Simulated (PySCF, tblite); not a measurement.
# C₈H₅BF₂: excited states

Aim: compute the excited states of C₈H₅BF₂ (`FB(F)C1=CC2=CC=CC2=C1`).

Computed with tblite 0.8.0 and PySCF 2.14.0 and routines of our own; the level stands in each step. Atoms count from 0.

### Step 1. The starting structure

16 atoms, charge 0, multiplicity 1; geometry from: force field or distance geometry start.

### Step 2. Relaxing the molecule with GFN2-xTB

The job: settings as JSON, then the geometry in Å.

```
{"job": {"kind": "relax", "xc": "GFN2-xTB", "basis": "xTB"}, "charge": 0, "multiplicity": 1}
F     -3.855800    -0.990100     0.507700
B     -3.134400     0.132200    -0.082700
F     -3.743500     1.429400     0.160400
C     -1.556500     0.018800    -0.052900
C     -0.887800    -1.060400     0.371500
C      0.522100    -0.726700     0.217500
C      1.784000    -1.129500     0.361000
C      2.715300    -0.066000    -0.053000
C      2.012400     0.976200    -0.456500
C      0.602200     0.633800    -0.304800
C     -0.639000     1.065700    -0.465800
H     -1.249400    -2.004400     0.735600
H      2.068500    -2.120300     0.755800
H      3.811600    -0.119000    -0.053100
H      2.420500     1.916400    -0.820500
H     -0.877600     2.052900    -0.831600
```

Command:

```sh
$ OMP_NUM_THREADS=1 python excited_run.py task.json out
```

One launch serves the whole session: the jobs run in the order shown.

Log:

```text
step      E/eV     max force
  0    -825.82171    3.557
  1    -826.39768    2.335
  2    -826.65865    1.819
  3    -826.74049    1.122
  4    -826.81065    0.642
  5    -826.82641    0.407
  6    -826.83772    0.280
  7    -826.84341    0.248
  8    -826.85033    0.253
  9    -826.85463    0.248
 10    -826.85807    0.153
 11    -826.86026    0.106
 12    -826.86159    0.105
 13    -826.86255    0.083
 14    -826.86359    0.102
 15    -826.86469    0.091
 16    -826.86571    0.076
 17    -826.86666    0.079
 18    -826.86772    0.110
 19    -826.86898    0.117
 20    -826.87039    0.119
 21    -826.87178    0.127
 22    -826.87324    0.097
 23    -826.87473    0.112
 24    -826.87588    0.092
 25    -826.87666    0.062
 26    -826.87731    0.062
 27    -826.87804    0.074
 28    -826.87877    0.072
 29    -826.87930    0.045
 30    -826.87963    0.035
 31    -826.87991    0.051
 32    -826.88023    0.058
 33    -826.88058    0.046
 34    -826.88088    0.042
 35    -826.88110    0.038
 36    -826.88128    0.040
 37    -826.88146    0.031
 38    -826.88163    0.048
 39    -826.88175    0.030
 40    -826.88186    0.025
 41    -826.88195    0.022
 42    -826.88205    0.025
 43    -826.88212    0.021
 44    -826.88217    0.017
 45    -826.88222    0.018
 46    -826.88230    0.028
 47    -826.88242    0.032
 48    -826.88257    0.029
 49    -826.88271    0.031
 50    -826.88282    0.023
 51    -826.88290    0.020
 52    -826.88296    0.022
 53    -826.88302    0.023
 54    -826.88309    0.020
 55    -826.88316    0.023
 56    -826.88323    0.022
 57    -826.88329    0.019
 58    -826.88333    0.011
 59    -826.88335    0.009
```

Run time: 0.66 s. Hardware: 1 thread of Arm Neoverse N1, shared host.

Relaxation path: (not every step is listed)

| step | energy from step 0 (eV) | largest force (eV/Å) |
| --- | --- | --- |
| 0 | 0.0000 | 3.5570 |
| 1 | -0.5760 | 2.3353 |
| 2 | -0.8369 | 1.8185 |
| 3 | -0.9188 | 1.1216 |
| 4 | -0.9889 | 0.6425 |
| 5 | -1.0047 | 0.4072 |
| 6 | -1.0160 | 0.2796 |
| 7 | -1.0217 | 0.2484 |
| 8 | -1.0286 | 0.2533 |
| 12 | -1.0399 | 0.1052 |
| 16 | -1.0440 | 0.0761 |
| 20 | -1.0487 | 0.1187 |
| 24 | -1.0542 | 0.0916 |
| 28 | -1.0571 | 0.0722 |
| 32 | -1.0585 | 0.0577 |
| 36 | -1.0596 | 0.0402 |
| 40 | -1.0601 | 0.0254 |
| 44 | -1.0605 | 0.0171 |
| 48 | -1.0609 | 0.0287 |
| 52 | -1.0612 | 0.0221 |
| 54 | -1.0614 | 0.0199 |
| 55 | -1.0614 | 0.0231 |
| 56 | -1.0615 | 0.0223 |
| 57 | -1.0616 | 0.0186 |
| 58 | -1.0616 | 0.0106 |
| 59 | -1.0616 | 0.0085 |

Distances of close pairs at the start and the end, largest changes first:

| bond | before (Å) | after (Å) | change (Å) |
| --- | --- | --- | --- |
| F0–B1 | 1.459 | 1.326 | -0.133 |
| B1–F2 | 1.454 | 1.325 | -0.128 |
| B1–C3 | 1.582 | 1.532 | -0.050 |
| C3–C10 | 1.452 | 1.488 | +0.036 |
| C7–C8 | 1.320 | 1.351 | +0.030 |
| C3–C4 | 1.339 | 1.368 | +0.030 |
| C6–H12 | 1.104 | 1.076 | -0.028 |
| C5–C6 | 1.332 | 1.357 | +0.025 |

The next job starts from the end point, and lists it.

### Step 3. Harmonic vibrations with GFN2-xTB

The job: settings as JSON, then the geometry in Å.

```
{"job": {"kind": "ir", "xc": "GFN2-xTB", "basis": "xTB"}, "charge": 0, "multiplicity": 1}
F     -3.901145    -0.830745     0.491363
B     -3.114349     0.158344     0.091605
F     -3.770918     1.250534    -0.271865
C     -1.587247     0.042020     0.057083
C     -0.837189    -1.045901     0.412728
C      0.555046    -0.711893     0.227221
C      1.826000    -1.174737     0.337858
C      2.726668    -0.105235    -0.089865
C      2.013602     0.983370    -0.451021
C      0.605159     0.653779    -0.266710
C     -0.655344     1.118383    -0.373846
H     -1.218965    -1.984781     0.768595
H      2.158868    -2.141767     0.672428
H      3.796444    -0.206442    -0.103720
H      2.393194     1.921177    -0.809802
H     -0.997424     2.082835    -0.703465
```

Log:

```text
mode    cm-1     km/mol
  1      63.5      0.05
  2      78.1      0.15
  3      97.3      0.80
  4     165.1      6.63
  5     288.2      3.67
  6     299.3      6.55
  7     345.2      1.31
  8     466.2      8.59
  9     497.2     22.12
 10     498.9      0.84
 11     538.2     16.60
 12     594.8     71.90
 13     647.0      9.53
 14     685.0     11.33
 15     740.4      0.78
 16     788.4     18.88
 17     811.9      0.28
 18     829.7      3.31
 19     849.8      0.26
 20     857.1     12.98
 21     869.1      0.01
 22     887.7      3.89
 23     996.4     48.05
 24    1032.2     49.52
 25    1071.3      0.69
 26    1112.0     29.62
 27    1129.3     22.64
 28    1188.8    179.16
 29    1201.4     13.72
 30    1242.3    313.83
 31    1260.5     57.81
 32    1298.3    515.15
 33    1334.7     43.92
 34    1467.8    271.04
 35    1529.5    145.49
 36    1613.0      6.18
 37    1632.4    125.63
 38    3122.8     14.34
 39    3135.5      8.98
 40    3138.1     24.41
 41    3144.6     15.05
 42    3154.5     30.22
```

Run time: 0.94 s. Hardware: 1 thread of Arm Neoverse N1, shared host.

The strongest bands and the atoms that carry them (share of the mass-weighted mode):

| cm⁻¹ | km/mol | atoms |
| --- | --- | --- |
| 595 | 71.9 | C3 42 %, B1 31 % |
| 1189 | 179.2 | H15 21 %, C10 14 %, B1 12 %, H12 11 % |
| 1242 | 313.8 | B1 68 %, F2 14 % |
| 1260 | 57.8 | H13 29 %, C7 19 %, C8 19 %, H14 10 % |
| 1298 | 515.1 | B1 42 %, C3 21 % |
| 1468 | 271.0 | C4 25 %, C3 20 %, C8 18 %, C5 15 % |
| 1530 | 145.5 | C3 27 %, C7 24 %, C8 22 %, C4 14 % |
| 1632 | 125.6 | C9 48 %, C10 29 % |

### Step 4. Excited states: TDA PBE0/def2-SVP

The job, as its differences from that of step 3:

```diff
@@ -1,2 +1,2 @@
-{"job": {"kind": "ir", "xc": "GFN2-xTB", "basis": "xTB"}, "charge": 0, "multiplicity": 1}
+{"job": {"kind": "states", "xc": "PBE0", "basis": "def2-SVP", "tda": true, "soc": true, "nstates": 8, "ntriplets": 6, "nquad": 4}, "charge": 0, "multiplicity": 1}
 F     -3.901145    -0.830745     0.491363
```

With the program's defaults for keys left out, this is: TDA PBE0/def2-SVP excited states, vertical, gas phase, spin-orbit mean-field couplings.

Log:

```text
coarse grid: 15048 points
cycle   1  E = -531.3106236675  dE =  2.007e+00  |g| = 6.720e-01  |ddm| = 5.138e+00
cycle   2  E = -531.2607424210  dE =  4.988e-02  |g| = 8.887e-01  |ddm| = 1.496e+00
cycle   3  E = -531.3975532691  dE = -1.368e-01  |g| = 7.139e-02  |ddm| = 8.234e-01
cycle   4  E = -531.3982103894  dE = -6.571e-04  |g| = 5.082e-02  |ddm| = 1.338e-01
cycle   5  E = -531.3987947486  dE = -5.844e-04  |g| = 2.149e-02  |ddm| = 7.181e-02
cycle   6  E = -531.3989176453  dE = -1.229e-04  |g| = 6.283e-03  |ddm| = 2.830e-02
cycle   7  E = -531.3989289754  dE = -1.133e-05  |g| = 2.261e-03  |ddm| = 9.727e-03
cycle   8  E = -531.3989310932  dE = -2.118e-06  |g| = 8.078e-04  |ddm| = 4.291e-03
final grid: 150944 points
cycle   9  E = -531.4721485664  dE = -4.873e-05  |g| = 6.338e-03  |ddm| = 3.728e-02
cycle  10  E = -531.4721468150  dE =  1.751e-06  |g| = 6.943e-03  |ddm| = 1.774e-02
cycle  11  E = -531.4721597628  dE = -1.295e-05  |g| = 1.524e-03  |ddm| = 1.035e-02
cycle  12  E = -531.4721603442  dE = -5.815e-07  |g| = 3.053e-04  |ddm| = 1.993e-03
cycle  13  E = -531.4721603625  dE = -1.829e-08  |g| = 1.536e-04  |ddm| = 4.678e-04
cycle  14  E = -531.4721603680  dE = -5.429e-09  |g| = 7.395e-05  |ddm| = 2.485e-04
cycle  15  E = -531.4721603697  dE = -1.702e-09  |g| = 2.333e-05  |ddm| = 1.038e-04
cycle  16  E = -531.4721603698  dE = -1.546e-10  |g| = 5.785e-06  |ddm| = 2.415e-05
converged SCF energy = -531.4721603698

Singlet excitations
state   eV       nm        f     d(h-e)  d(exc)  Lambda  PR(NTO)  |dmu|/D   mu/D   main configurations
  1   1.6015   774.2   0.00377   0.148   3.043   0.714   1.016    0.330    3.288   H->L 0.99
  2   4.0870   303.4   0.10432   0.317   2.900   0.840   1.387    0.629    3.722   H-1->L 0.83, H->L+1 0.11
  3   4.8941   253.3   0.14243   0.420   3.600   0.798   2.022    0.665    3.821   H-2->L 0.53, H->L+1 0.42
  4   4.9030   252.9   0.00087   0.205   2.791   0.499   1.009    0.508    3.433   H-3->L 0.70, H-4->L 0.29
  5   5.1627   240.2   0.00021   1.126   3.298   0.504   1.008                     H-4->L 0.70, H-3->L 0.29
  6   6.0686   204.3   0.57035   2.063   3.620   0.703   1.597                     H-1->L+1 0.40, H->L+1 0.26, H-2->L 0.19
  7   6.2173   199.4   0.00044   0.670   3.088   0.480   1.012                     H-5->L 0.89
  8   6.4052   193.6   0.35483   0.949   3.148   0.696   2.258                     H-1->L+1 0.47, H-8->L 0.15, H-2->L 0.11

Triplet excitations (Tamm-Dancoff)
state   eV     d(h-e)  d(exc)  Lambda  PR(NTO)   main configurations
  1   0.8323   0.138   2.927   0.715   1.030   H->L 0.98
  2   1.9643   0.089   2.684   0.858   1.037   H-1->L 0.97
  3   3.3345   0.269   2.689   0.793   2.055   H-2->L 0.51, H->L+1 0.44
  4   4.3471   0.841   3.563   0.794   1.999   H->L+1 0.52, H-2->L 0.45
  5   4.6585   0.198   2.760   0.497   1.010   H-3->L 0.72, H-4->L 0.27
  6   4.8775   0.962   3.194   0.503   1.019   H-4->L 0.71, H-3->L 0.26
S1 - T1 = 0.7693 eV

Spin-orbit couplings |<S|Hso|T>| (cm-1)
             T1       T2       T3       T4       T5       T6
S0        0.038    0.014    0.017    0.018    2.569    7.661
S1        0.001    0.002    0.010    0.022    2.186    4.843
S2        0.009    0.005    0.009    0.011    2.761    1.628
S3        0.148    0.231    0.187    0.157    2.464    3.471
S4        2.040    3.127    2.499    2.247    0.237    0.263
S5        4.915    1.698    3.833    3.363    0.720    0.340
S6        0.017    0.024    0.011    0.006    1.494    2.971
S7        2.693    3.816    0.983    0.681    6.123    3.533
S8        0.035    0.022    0.008    0.011    1.488    2.242
T1 sublevels (cm-1): 0.000 0.000 0.000   radiative rates (1/s): 5.71e-05 5.31e-07 2.86e-06
```

Wall time 59 s (1 thread of Arm Neoverse N1, shared host); peak memory 0.8 GiB.

Key values:

| quantity | value |
| --- | --- |
| S1 less T1 | 0.77 eV |

### Step 5. Summary of results

| quantity | value |
| --- | --- |
| strongest single infrared mode (GFN2-xTB) | 1298 cm⁻¹, 515 km/mol |
| zero-point energy (GFN2-xTB) | 66.8 kcal/mol |
| S1 less T1 (step 4, TDA PBE0/def2-SVP) | 0.77 eV |

**Reading.** All 42 modes are real, so the xTB geometry is a minimum. The strongest single mode, at 1298 cm⁻¹, is spread over many atoms; the largest shares are those of B1, C3. Unscaled tight-binding wavenumbers are off by several per cent, some by more. Its intensities can rank the bands wrongly. In step 4, the number of triplets below S1 is 1, and the largest singlet-triplet spin-orbit coupling is S0–T6, 7.66 cm⁻¹.
